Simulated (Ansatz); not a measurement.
# Fe: the cost of one run

Method: DFT PBE+D3(BJ), scalar-relativistic, plane waves, PAW, in Ansatz 0.2.0.

The COD entry's cell or inner coordinates are ideal or old and differ from later refinements, so a difference from it is no clean test against experiment.

2 further runs of the same task are left out: 2 set aside as unsound or not needed. Runs told in other sessions of the task aren't counted.

## Step 1: The structure to begin with

It takes space group Im-3m (No. 229, cubic). Conventional cell: a = 2.805 Å, b = 2.805 Å, c = 2.805 Å, α = 90.00°, β = 90.00°, γ = 90.00°. Fe (site symmetry m-3m) has 8 Fe at 2.43 Å in its first shell of neighbours.

Structure file:

```xyz
1
Lattice="-1.4024 1.4024 1.4024 1.4024 -1.4024 1.4024 1.4024 1.4024 -1.4024" Properties=species:S:1:pos:R:3 pbc="T T T"
Fe    0.0000    0.0000    0.0000
```

This cell was relaxed beforehand with the same method: volume 11.03 Å³/atom, gap on the mesh none (metal), site moments up to 2.1 μB.

## Step 2: The slab

Miller indices refer to the conventional cell of the relaxed bulk, Im-3m (No. 229): a = 2.805 Å, b = 2.805 Å, c = 2.805 Å, α = 90.00°, β = 90.00°, γ = 90.00°.

A (110) slab, 5.9 Å thick as cut, with 17 Å of vacuum, in a 2×2 surface cell; its outer planes are Fe (top) and Fe (bottom).

The slab as cut. Its planes from the bottom up:

```csv
plane,atoms per cell,height over the lowest (Å)
1,Fe4,0.00
2,Fe4,1.98
3,Fe4,3.97
4,Fe4,5.95
```

## Step 3: Relaxing the clean slab

input.yaml reads:

```yaml
crystal:
  lattice:
    - [4.8580104552, 0.0, 0.0]
    - [-1.6193368184, 4.5801761812, 0.0]
    - [0.0, 0.0, 22.9498233901]
  atoms:
    - { symbol: Fe, position: [0.25, 0.25, 0.3703732205], spin: 2.36 }
    - { symbol: Fe, position: [0.25, 0.75, 0.3703732205], spin: 2.36 }
    - { symbol: Fe, position: [0.75, 0.25, 0.3703732205], spin: 2.36 }
    - { symbol: Fe, position: [0.75, 0.75, 0.3703732205], spin: 2.36 }
    - { symbol: Fe, position: [0.5, 0.5, 0.4567910735], spin: 2.36 }
    - { symbol: Fe, position: [0.5, 0.0, 0.4567910735], spin: 2.36 }
    - { symbol: Fe, position: [0.0, 0.5, 0.4567910735], spin: 2.36 }
    - { symbol: Fe, position: [0.0, 0.0, 0.4567910735], spin: 2.36 }
    - { symbol: Fe, position: [0.75, 0.75, 0.5432089265], spin: 2.36 }
    - { symbol: Fe, position: [0.75, 0.25, 0.5432089265], spin: 2.36 }
    - { symbol: Fe, position: [0.25, 0.75, 0.5432089265], spin: 2.36 }
    - { symbol: Fe, position: [0.25, 0.25, 0.5432089265], spin: 2.36 }
    - { symbol: Fe, position: [0.0, 0.0, 0.6296267795], spin: 2.36 }
    - { symbol: Fe, position: [0.0, 0.5, 0.6296267795], spin: 2.36 }
    - { symbol: Fe, position: [0.5, 0.0, 0.6296267795], spin: 2.36 }
    - { symbol: Fe, position: [0.5, 0.5, 0.6296267795], spin: 2.36 }
basis:
  ecutwfc: 420
kpoints:
  mp_grid: { grid: [6, 6, 1] }
hamiltonian:
  xc: pbe
  dispersion: d3bj
scf:
  occupations: { method: gaussian, width: 0.1 }
output:
  forces: true
  eigenvalues: true
  populations: true
  write_density: true
  write_potential: true
  elf: true
  volumetric_format: npy
magnetization:
  spin_polarized: true
relax:
  adjacent_minimum: "off"
  f_tol: 0.03
  max_steps: 70
  constraints: [{ sites: [0, 1, 2, 3, 4, 5, 6, 7] }]
efield:
  axis: 3
  dipole_correction: true
```

On the command line:

```sh
ansatz run input.yaml --threads 8 --pin off --max-ram 22528MiB --backend cpu --events-out ev --progress --plain --runs-dir out
```

What time and memory should one allow on 8 threads of Intel Xeon at 2.50GHz (Skylake/Cascade Lake), shared host?

About 4.5 min, with a peak of 4.2 GiB.
